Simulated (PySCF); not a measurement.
**A gas-phase reaction: CuH + H2O → CuHO + H2**

What reaction energy should one expect for `[CuH]` + `O` → `[OH][Cu]` + `[H][H]`?

Computed with PySCF 2.14.0; each step states its level. No surroundings beyond the atoms listed, unless a continuum is named. Atoms count from 0, parts from 1.

## Step 1: Starting point

Each species was relaxed by itself at PBE0-D3(BJ)/def2-SVPD.

## Step 2: Energies of the species: wB97M-D3(BJ)/def2-TZVPD

What the job is given:

```
{"job": {"kind": "react", "xc": "wB97M-D3(BJ)", "basis": "def2-TZVPD"}, "charge": 0, "multiplicity": 1}
-1 CuH charge 0 multiplicity 1
Cu     0.437080     0.035650     0.593410
H     -0.434100    -0.036100    -0.593300

-1 H2O charge 0 multiplicity 1
O     -0.005870     0.389310     0.005980
H     -0.759860    -0.206160    -0.002930
H      0.765770    -0.183120    -0.003060

+1 CuHO charge 0 multiplicity 1
O     -0.451190    -0.165530     0.325030
Cu     0.254180     0.031810    -1.305020
H      0.184350     0.094110     1.000320

+1 H2 charge 0 multiplicity 1
H      0.380180    -0.003510     0.009100
H     -0.380180     0.003510    -0.009100
```

With the program's defaults for keys left out, this is: wB97M-D3(BJ)/def2-TZVPD reaction energy of separated species, gas phase.

Started as:

```bash
OMP_NUM_THREADS=1 python cluster_run.py task.json out
```

The driver reads the jobs from task.json and runs them one after another.

**Question.** The jobs that follow are: PBE0-D3(BJ)/def2-TZVPD reaction energy of separated species, gas phase; MP2/def2-TZVPD reaction energy of separated species, gas phase. Predict: reaction energy (wB97M-D3(BJ)/def2-TZVPD); ΔH, ΔG at 298 K (xTB thermal terms). Thermal terms come from harmonic xTB runs on each species.

**Answer**, as computed:

| quantity | value |
| --- | --- |
| reaction energy (wB97M-D3(BJ)/def2-TZVPD) | 6.89 kcal/mol |
| ΔH, ΔG at 298 K (xTB thermal terms) | +4.4, +5.0 kcal/mol |
| range of the reaction energy over the runs of this table | -0.74 to 7.67 kcal/mol |

What this shows: The reaction is endothermic by 4.4 kcal/mol in the gas phase; dispersion gives -0.15, and xTB itself gave 32.19 for the electronic energy (xTB energies and thermal terms come from the earlier relaxation of each species, not shown). No barrier was sought. xTB and this level differ widely in the electronic energy, so what comes from xTB (the thermal terms above all) is less safe here. The reaction energy runs from -0.74 (MP2/def2-TZVPD) to 7.67 kcal/mol (PBE0-D3(BJ)/def2-TZVPD).
